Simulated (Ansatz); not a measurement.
# CH4BClOSi: one species, many methods

An exercise on one series of results from a longer session: the logs are not shown, and one member is left open.

Computed with Ansatz 0.2.0, Gaussian basis. Level: functionals in def2-TZVPP, the program's frozen cores in correlated methods.

The runs, in order: PBE-D4, r2SCAN-D4, PBE0-D4, B3LYP-D4, ωB97X-V, ωB97M-V, B2PLYP; CCSD(T)/def2-TZVPP; MP2/def2-QZVPP; extrapolation to the limit.

## The relaxed structure

An earlier PBE0-D4 in a triple-zeta def2 set relaxation fixed the geometry.

SMILES `O[SiH]1CB1Cl`, 9 atoms, charge 0, spin multiplicity 1.

Atoms are counted from 1 here; the program's logs count them from 0.

Bond lengths: O1–Si2 1.638 Å, O1–H6 0.959 Å, Si2–C3 2.005 Å, Si2–B4 1.896 Å, Si2–H7 1.482 Å, C3–B4 1.496 Å, C3–H8 1.088 Å, C3–H9 1.096 Å, B4–Cl5 1.736 Å. Angles: Si2–O1–H6 118.3°, O1–Si2–C3 127.1°, O1–Si2–B4 122.8°, O1–Si2–H7 110.3°, C3–Si2–B4 45.0°, C3–Si2–H7 104.2°, B4–Si2–H7 126.9°, Si2–C3–B4 63.7°, Si2–C3–H8 142.6°, Si2–C3–H9 85.8°, B4–C3–H8 125.0°, B4–C3–H9 119.6°, H8–C3–H9 111.1°, Si2–B4–C3 71.4°, Si2–B4–Cl5 141.9°, C3–B4–Cl5 131.6°.

As a file:

```mol
CH4BClOSi
  3D, bonds by distance, orders not assigned

  9  9  0  0  0  0  0  0  0  0999 V2000
   -0.6238    1.9356    0.5083 O   0  0
    0.3581    0.6294    0.3968 Si  0  0
   -0.1516   -1.2221   -0.1807 C   0  0
    0.5484   -0.3785   -1.1982 B   0  0
    0.3630   -0.2578   -2.9200 Cl  0  0
   -0.8746    2.2425    1.3810 H   0  0
    1.0880    0.4255    1.6708 H   0  0
   -1.0110   -1.8584   -0.3827 H   0  0
    0.3919   -1.5624    0.7075 H   0  0
  1  2  8  0
  2  3  8  0
  3  4  8  0
  4  5  8  0
  1  6  8  0
  2  7  8  0
  3  8  8  0
  3  9  8  0
  2  4  8  0
M  END
```

The first run:

Input file in.yaml:

```yaml
crystal:
  periodic: [false, false, false]
  atoms:
    - {symbol: O, position_ang: [-0.623773, 1.935590, 0.508293]}
    - {symbol: Si, position_ang: [0.358063, 0.629356, 0.396763]}
    - {symbol: C, position_ang: [-0.151635, -1.222101, -0.180677]}
    - {symbol: B, position_ang: [0.548417, -0.378502, -1.198213]}
    - {symbol: Cl, position_ang: [0.363044, -0.257792, -2.919968]}
    - {symbol: H, position_ang: [-0.874596, 2.242497, 1.381045]}
    - {symbol: H, position_ang: [1.088027, 0.425519, 1.670843]}
    - {symbol: H, position_ang: [-1.010986, -1.858442, -0.382701]}
    - {symbol: H, position_ang: [0.391938, -1.562424, 0.707516]}
basis:
  gaussian: {orbitals: def2-TZVPP}
hamiltonian: {xc: pbe, dispersion: d4}
output: {forces: true, orbitals: {seedname: orbitals}}
```

The run is started by

```sh
$ ansatz run in.yaml --threads 4 --pin off --events-out ev --progress --plain --max-ram 10444MiB
```

Among the steps run: PBE-D4 (GGA); r2SCAN-D4 (meta-GGA); PBE0-D4 (hybrid); B3LYP-D4 (hybrid); ωB97X-V (range-separated); ωB97M-V (range-separated); B2PLYP (double hybrid); CCSD(T) in def2-TZVPP; MP2 in def2-QZVPP.

One table of the session follows, with a row left open; its other results are not shown here.

```
            method  atomisation energy (eV)
            PBE-D4                   35.180
         r2SCAN-D4                   34.674
           PBE0-D4                   34.493
          B3LYP-D4                   34.150
           ωB97X-V                   34.381
           ωB97M-V                   34.489
            B2PLYP                   33.868
     HF/def2-TZVPP                   24.786
    MP2/def2-TZVPP                   34.231
   CCSD/def2-TZVPP                        ?
CCSD(T)/def2-TZVPP                   33.254
           MP2/CBS                   35.207
       CCSD(T)/CBS                   34.230
```

**Question.** Estimate the row for CCSD/def2-TZVPP.

**Answer.** atomisation energy (eV): 32.614. In the column «atomisation energy (eV)» it lies between HF/def2-TZVPP (24.786) and CCSD(T)/def2-TZVPP (33.254).
